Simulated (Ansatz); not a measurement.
# AlCl: what a guessed cell relaxes into

Aim: relax a trial structure of AlCl and see where it ends.

Computed with Ansatz 0.2.0 (DFT PBE, scalar-relativistic, plane waves, PAW, unless a step's input says otherwise).

### 1 Starting point

Symmetry: Pmmn, No. 59, orthorhombic system. Conventional cell: a = 4.383 Å, b = 4.500 Å, c = 5.011 Å, α = 90.00°, β = 90.00°, γ = 90.00°. Al (site symmetry mm2) is surrounded by 1 Cl at 1.61 Å. Around Cl (site symmetry mm2) lie 1 Al at 1.61 Å.

Coordinates:

```
Al Cl
1.0
     4.38269    0.00000    0.00000
     0.00000    4.50025    0.00000
     0.00000    0.00000    5.01070
Al Cl
2 2
Cartesian
  0.0000 0.0000 1.6022
  2.1913 2.2501 3.4085
  0.0000 0.0000 5.0013
  2.1913 2.2501 0.0094
```

A structure generator made this guess: random cell by space group and Wyckoff sites (Pmmn, No. 59). Lengths come from tabulated atomic sizes and are only a guess.

### 2 Probe: one point on a coarse mesh

File input.yaml:

```yaml
crystal:
  lattice:
    - [4.38269096, 0.0, 0.0]
    - [0.0, 4.50024957, 0.0]
    - [0.0, 0.0, 5.01069887]
  atoms:
    - { symbol: Al, position: [0.0, 0.0, 0.3197535] }
    - { symbol: Al, position: [0.5, 0.5, 0.6802465] }
    - { symbol: Cl, position: [0.0, 0.0, 0.99813193] }
    - { symbol: Cl, position: [0.5, 0.5, 0.00186807] }
basis:
  ecutwfc: 420
kpoints:
  mp_grid: { grid: [4, 4, 4] }
hamiltonian:
  xc: pbe
scf:
  occupations: { method: gaussian, width: 0.1 }
  lower_state_search: "off"
output:
  forces: true
  stress: true
  eigenvalues: true
```

Started as:

```bash
ansatz run input.yaml --threads 1 --pin off --max-ram 2048MiB --backend cpu --events-out ev --progress --plain --runs-dir out
```

The session goes on with these runs: rough relaxation on the coarse mesh; another rough relaxation; final relaxation.

Q: Predict the outcome of this session. Wanted: conventional cell; volume; energy over the elements; gap on the mesh.

As calculated:

| quantity | value |
| --- | --- |
| symmetry at the end (tolerance 0.05 Å) | space group P4/nmm (No. 129) |
| conventional cell | a = 3.535 Å, b = 3.535 Å, c = 9.026 Å, α = 90.00°, β = 90.00°, γ = 90.00° |
| volume | 28.20 Å³/atom |
| energy over the elements (uncorrected; H, N, O, F and Cl as molecules) | -0.72 eV/atom |
| gap on the mesh | none (metal) |

The symmetry goes from space group Pmmn (No. 59) to space group P4/nmm (No. 129) (read at 0.05 Å; 0.001 Å gives Pmmn (No. 59)), and the volume per atom grows by 14.1 % from the first guess. It lies below the elements, which doesn't yet make it stable: competing phases were not computed in this session. No finished test with a distortion of lower symmetry is shown, so the end may be a saddle point. Spin polarisation is off in the runs that give these values; a magnetic solution could lie lower. Layers here are held mostly by dispersion, which this level lacks, so their spacing and the stiffness across them are unreliable there. Where forces pass 15 eV/Å atoms stand far too close, the PAW spheres overlap strongly and those numbers are rough.
